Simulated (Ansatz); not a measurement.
**F: squeezing one contact**

One table from this session's results is given with a row withheld; the runs are named, their logs left out.

Method: DFT LDA, with the methods named in each step, in Ansatz 0.2.0.

1 further run of the same task is left out (set aside as unsound or not needed).

### Starting point

It takes space group P6_3/mmc (No. 194, hexagonal). The conventional cell has a = 2.646 Å, b = 2.646 Å, c = 4.287 Å, α = 90.00°, β = 90.00°, γ = 120.00°. F (site symmetry -6m2) is surrounded by 12 F at 2.63 to 2.65 Å.

Coordinates:

```cif
data_structure
_symmetry_space_group_name_H-M 'P6_3/mmc'
_symmetry_Int_Tables_number 194
_cell_length_a 2.6463
_cell_length_b 2.6463
_cell_length_c 4.2870
_cell_angle_alpha 90.000
_cell_angle_beta 90.000
_cell_angle_gamma 120.000
_cell_volume 26.00
loop_
_atom_site_label
_atom_site_type_symbol
_atom_site_symmetry_multiplicity
_atom_site_Wyckoff_symbol
_atom_site_fract_x
_atom_site_fract_y
_atom_site_fract_z
_atom_site_occupancy
F1 F 2 c 0.33333 0.66667 0.25000 1
```

The file gives the conventional cell by its symmetry; the runs use the cell typed in the input.

Atoms are numbered in the order of the input: F1, F2.

Set-up of the first run:

Input file input.yaml:

```yaml
crystal:
  lattice:
    - [2.6463212685, 0.0, 0.0]
    - [-1.3231606343, 2.2917814451, 0.0]
    - [0.0, 0.0, 4.287040455]
  atoms:
    - { symbol: F, position: [0.3333333333, 0.6666666667, 0.25] }
    - { symbol: F, position: [0.6666666667, 0.3333333333, 0.75] }
kpoints:
  mp_grid: { grid: [13, 13, 7] }
scf:
  occupations: { method: fermi_dirac, width: 0.05 }
hamiltonian:
  xc: lda
  pseudopotentials: { kind: all_electron, lapw: { basis_error: 0.001 } }
output:
  forces: true
  stress: true
  eigenvalues: true
  populations: true
```

On the command line:

```sh
$ ansatz run input.yaml --threads 1 --pin off --max-ram 2048MiB --backend cpu --events-out ev --progress --plain --runs-dir out
```

Among the steps run: The bond as given, LAPW; Shortest bond scaled by 1, crystal datasets; Shortest bond scaled by 1.1, LAPW; Shortest bond scaled by 0.7, LAPW; Shortest bond scaled by 0.64, LAPW; Shortest bond scaled by 0.58, LAPW.

One table of the session follows, with a row left open; its other results are not shown here.

```
                         method  length (Å)  F from the given length (eV/cell)  force along the bond (eV/Å)  pressure (GPa)  largest force (eV/Å)
                           LAPW       1.527                             -1.897                       -3.395           -5.07                 3.542
                           LAPW       1.685                             -1.276                       -4.067          -10.44                 4.146
                           LAPW       1.843                             -0.722                       -2.817          -11.06                 2.849
                           LAPW       2.632                              0.000                        0.000          -12.89                 0.000
                           LAPW       2.896                             -0.057                        0.435          -12.54                 0.457
                            PAW       1.527                                  ?                            ?               ?                     ?
                            PAW       1.685                             -1.267                       -4.037          -10.38                 4.115
                            PAW       1.843                             -0.717                       -2.792          -11.01                 2.824
                            PAW       2.632                              0.000                        0.000          -12.88                 0.000
                            PAW       2.896                             -0.057                        0.436          -12.54                 0.458
PAW (partial_waves polarizable)       1.527                                  –                       -3.413           -5.14                 3.558
               crystal datasets       2.632                                  –                        0.000          -12.89                 0.000
```

**Question.** Estimate the row for PAW, 1.527.

The run gave: F from the given length (eV/cell): -1.885; force along the bond (eV/Å): -3.398; pressure (GPa): -5.10; largest force (eV/Å): 3.545.

To keep in mind: Rows by PAW come from runs of the same series that aren't printed here. Warnings in the runs' records: crystal datasets made.
